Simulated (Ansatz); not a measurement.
**CdH₃NS: taking an electron away**

The task here is to estimate one member of a computed series from the others.

Program: Ansatz 0.2.0, Gaussian basis. Level of theory: unrestricted cation, the program's frozen cores in correlated methods. These are calculated values, not measurements.

The runs, in order: UKS PBE-D4/def2-TZVPP; UKS r2SCAN-D4/def2-TZVPP; UKS PBE0-D4/def2-TZVPP; UKS B3LYP-D4/def2-TZVPP; UKS wB97X-V/def2-TZVPP; UKS wB97M-V/def2-TZVPP; UKS B2PLYP/def2-TZVPP; UHF-CCSD(T)/def2-TZVPP; UHF-MP2/def2-QZVPP; extrapolation to the limit; then −ε(HOMO) from the neutral's earlier runs with LDA (SPW92), PBE-D4, revPBE-D4, BLYP-D4, r2SCAN-D4, B97M-V, PBE0-D4, B3LYP-D4, r2SCANh-D4, r2SCAN0-D4, HSE06-D4, BHLYP-D4, CAM-B3LYP-D4, LC-ωPBE, ωB97X-V, ωB97M-V.

## The geometry

All runs share one geometry, relaxed beforehand with PBE0-D4 in a triple-zeta def2 set. Cd takes the def2 core potential; no spin-orbit term is included.

SMILES `[NH2][Cd][SH]`, 6 atoms, charge 0, spin multiplicity 1.

Atoms are counted from 1 here; the program's logs count them from 0.

Bond lengths: N1–Cd2 2.011 Å, N1–H4 1.013 Å, N1–H5 1.013 Å, Cd2–S3 2.329 Å, S3–H6 1.344 Å. Angles: Cd2–N1–H4 112.9°, Cd2–N1–H5 112.8°, H4–N1–H5 106.6°, N1–Cd2–S3 174.3°, Cd2–S3–H6 93.6°.

Set-up of the first run:

File in.yaml:

```yaml
crystal:
  periodic: [false, false, false]
  atoms:
    - {symbol: N, position_ang: [-1.001642, -0.254186, -1.361683]}
    - {symbol: Cd, position_ang: [-0.006322, 0.342415, 0.281217]}
    - {symbol: S, position_ang: [1.009618, 1.218199, 2.185102]}
    - {symbol: H, position_ang: [-1.472223, -1.142565, -1.235750]}
    - {symbol: H, position_ang: [-0.399698, -0.356573, -2.170258]}
    - {symbol: H, position_ang: [1.870277, 0.192710, 2.301373]}
basis:
  gaussian: {orbitals: def2-TZVPP}
total_charge: 1
magnetization: {spin_polarized: true, initial_magnetization: 1}
hamiltonian: {xc: pbe, dispersion: d4}
```

Started as:

```sh
$ ansatz run in.yaml --threads 4 --pin off --events-out ev --progress --plain --max-ram 10444MiB
```

Among the steps run: Cation, UKS PBE-D4/def2-TZVPP; Cation, UKS r2SCAN-D4/def2-TZVPP; Cation, UKS PBE0-D4/def2-TZVPP; Cation, UKS B3LYP-D4/def2-TZVPP; Cation, UKS wB97X-V/def2-TZVPP; Cation, UKS wB97M-V/def2-TZVPP; Cation, UKS B2PLYP (frozen core)/def2-TZVPP; Cation, UHF-CCSD(T)/def2-TZVPP; Cation, UHF-MP2/def2-QZVPP.

One of the session's tables, all rows but one given; the rest of the session is left out.

It belongs to the step «Ionisation energies side by side». For comparison, −ε(HOMO) of the neutral from earlier runs:

```
  functional  −ε(HOMO) (eV)
 LDA (SPW92)              ?
      PBE-D4           5.75
   revPBE-D4           5.67
     BLYP-D4           5.62
   r2SCAN-D4           6.00
      B97M-V           6.02
     PBE0-D4           7.04
    B3LYP-D4           6.81
  r2SCANh-D4           6.49
  r2SCAN0-D4           7.23
    HSE06-D4           6.64
    BHLYP-D4           8.16
CAM-B3LYP-D4           8.44
     LC-ωPBE           9.82
     ωB97X-V           9.44
     ωB97M-V           9.31
```

**Question.** Estimate the row for LDA (SPW92).

As computed: −ε(HOMO) (eV): 5.97. In the column «−ε(HOMO) (eV)» it lies between PBE-D4 (5.75) and r2SCAN-D4 (6.00).
